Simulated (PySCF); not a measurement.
# A diatomic session: KIn+

Aim: find the lowest electronic state of KIn+, scan its bond at several levels of theory, and get bond length, wavenumber and dissociation energy from each curve.

Computed with PySCF 2.14.0. Level: K x2c-SVPall, In x2c-SVPall, spin-free X2C with a Gaussian nucleus.

## Step 1: Input

The job is set up so:

```json
{
 "atoms": "K, In",
 "charge": "1",
 "basis": "K x2c-SVPall, In x2c-SVPall",
 "Hamiltonian": "spin-free X2C with a Gaussian nucleus",
 "basis functions": "60",
 "electrons treated": "67",
 "masses in u": "38.9637, 114.9039",
 "levels": "PBE0, PBE, r²SCAN, BLYP, LDA, BHandHLYP, ωB97X, HF, MP2, SCS-MP2, CCSD, CCSD(T)",
 "grid": "80 radial by 434 angular points",
 "occupations": "held fixed by the projection of orbital angular momentum",
 "dissociation limit": "K+ + In, each in its ground configuration",
 "starting distance in angstrom": "3.435",
 "values of 2S to try": "1, 3"
}
```

Launch:

```bash
$ OMP_NUM_THREADS=1 python dia.py task.json out
```

The runs that follow: First curve: PBE0; Other states along the same grid; PBE (GGA); r²SCAN; BLYP; LDA; BHandHLYP (global hybrid GGA); ωB97X (range-separated hybrid); UHF; Adding correlation.

Before running it: what results should come out? Wanted: for each run, Re; ωe; De; μ.

The runs gave:

Lowest PBE0 solution found, without spin–orbit coupling: ²Σ⁺ (doublet), unpaired electrons σ ↑. State 2 has its PBE0 minimum 0.62 eV higher. State 3 has its PBE0 minimum 4.65 eV higher. The other levels ran on the lowest alone.

| level | Re (Å) | ωe (cm⁻¹) | De (eV) | μ (D) |
| --- | --- | --- | --- | --- |
| UHF | 4.215 | 65.1 | 0.55 | -11.40 |
| UHF-MP2 | 4.120 | 68.7 | 0.59 | n/a |
| UHF-SCS-MP2 | 4.141 | 67.9 | 0.58 | n/a |
| UHF-CCSD | 4.128 | 69.0 | 0.59 | n/a |
| UHF-CCSD(T) | 4.123 | 69.2 | 0.59 | n/a |
| LDA | 3.994 | 66.1 | 0.76 | -9.54 |
| PBE | 4.128 | 62.2 | 0.72 | -9.71 |
| BLYP | 4.179 | 59.0 | 0.71 | -9.66 |
| r²SCAN | 4.112 | 65.5 | 0.62 | -10.68 |
| PBE0 | 4.087 | 65.6 | 0.67 | -10.20 |
| BHandHLYP | 4.068 | 67.0 | 0.64 | -10.42 |
| ωB97X | 3.956 | 73.7 | 0.59 | -10.68 |

De is counted to K+ + In in their ground configurations. A positive dipole points from K to In; in an ion it is taken about the centre of mass and does not tell which atom is negative.

What this shows: The methods spread over 0.259 Å in bond length, from ωB97X to UHF. CCSD(T) can't serve as the judge here: for a weak bond in this basis it is far from its limit. Of the levels with a De here, UHF gives the least (0.55 eV) and LDA the most (0.76 eV).

Correlated steps freeze 23 core orbitals. Spin–orbit coupling is left out, which matters for elements this heavy, above all for dissociation energies.
